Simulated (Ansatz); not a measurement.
# EuBi (zincblende): equation of state

One table from this session's results is given with a row withheld; the runs are named, their logs left out.

Computed with Ansatz 0.2.0 (DFT PBE, scalar-relativistic, plane waves, PAW, unless a step's input says otherwise).

2 further runs of the same task are left out: 1 for a known fault of the program, 1 that didn't finish.

## The structure to begin with

The structure is cubic, space group F-43m (No. 216). Conventional cell: a = 7.422 Å, b = 7.422 Å, c = 7.422 Å, α = 90.00°, β = 90.00°, γ = 90.00°. Eu (site symmetry -43m) is surrounded by 4 Bi at 3.21 Å. Around Bi (site symmetry -43m) lie 4 Eu at 3.21 Å.

As a file:

```cif
data_structure
_symmetry_space_group_name_H-M 'F-43m'
_symmetry_Int_Tables_number 216
_cell_length_a 7.4219
_cell_length_b 7.4219
_cell_length_c 7.4219
_cell_angle_alpha 90.000
_cell_angle_beta 90.000
_cell_angle_gamma 90.000
_cell_volume 408.83
loop_
_atom_site_label
_atom_site_type_symbol
_atom_site_symmetry_multiplicity
_atom_site_Wyckoff_symbol
_atom_site_fract_x
_atom_site_fract_y
_atom_site_fract_z
_atom_site_occupancy
Eu1 Eu 4 a 0.00000 0.00000 0.00000 1
Bi1 Bi 4 d 0.25000 0.25000 0.75000 1
```

This cell comes from an earlier session at PBE: 51.103 Å³/atom at 0.00 GPa, on a 8×8×8 mesh.

Volume factors to run: 0.980, 1.020, 0.960, 1.040, 1.070, 1.100, 0.945.

The first run:

input.yaml reads:

```yaml
crystal:
  lattice:
    - [0.0, 3.6860284773, 3.6860284773]
    - [3.6860284773, 0.0, 3.6860284773]
    - [3.6860284773, 3.6860284773, 0.0]
  atoms:
    - { symbol: Eu, position: [0.0, 0.0, 0.0], spin: 7.28 }
    - { symbol: Bi, position: [0.25, 0.25, 0.25] }
basis:
  ecutwfc: 420
  ecutrho_ratio: 4
kpoints:
  mp_grid: { grid: [8, 8, 8] }
hamiltonian:
  xc: pbe
scf:
  occupations: { method: gaussian, width: 0.05 }
output:
  forces: true
  stress: true
  eigenvalues: true
  populations: true
magnetization:
  spin_polarized: true
```

The run is started by

```bash
$ ansatz run input.yaml --threads 2 --pin off --max-ram 2662MiB --backend cpu --events-out ev --progress --plain --runs-dir out
```

Among the steps run: Scaling the volume by 0.980; Volume × 1.020; Volume × 0.960; Scaling the volume by 1.040; Volume × 1.070; At 1.100 of the relaxed volume; Scaling the volume by 0.945.

One of the session's tables, all rows but one given; the rest of the session is left out.

It belongs to the step «The fit». 

| volume (Å³/atom) | energy (meV/atom) | pressure (GPa) | moment of atom 1 (μB) |
| --- | --- | --- | --- |
| 48.293 | 10.13 | 1.22 | 6.58 |
| 49.059 | 5.19 | 0.85 | 6.59 |
| 50.081 | 1.25 | 0.40 | 6.60 |
| 51.103 | 0.00 | 0.00 | 6.61 |
| 52.125 | 1.19 | -0.36 | 6.62 |
| 53.148 | ? | ? | ? |
| 54.681 | 13.26 | -1.11 | 6.65 |
| 56.214 | 25.71 | -1.47 | 6.67 |

Estimate the missing values for volume (Å³/atom) = 53.148.

Worked estimate for «energy (meV/atom)». A straight line through the neighbours (52.125, 1.19) and (54.681, 13.26) gives 1.19 + (13.26 − 1.19) × (53.148 − 52.125) / (54.681 − 52.125) = 6.02; a parabola fitted to 4 rows on both sides gives 4.68.

**Answer.** energy (meV/atom): 4.57; pressure (GPa): -0.69; moment of atom 1 (μB): 6.63. In «energy (meV/atom)» the line misses by +1.45 and the parabola by +0.11.

Limits of these values: Warnings in the runs' records: given moment on shells.
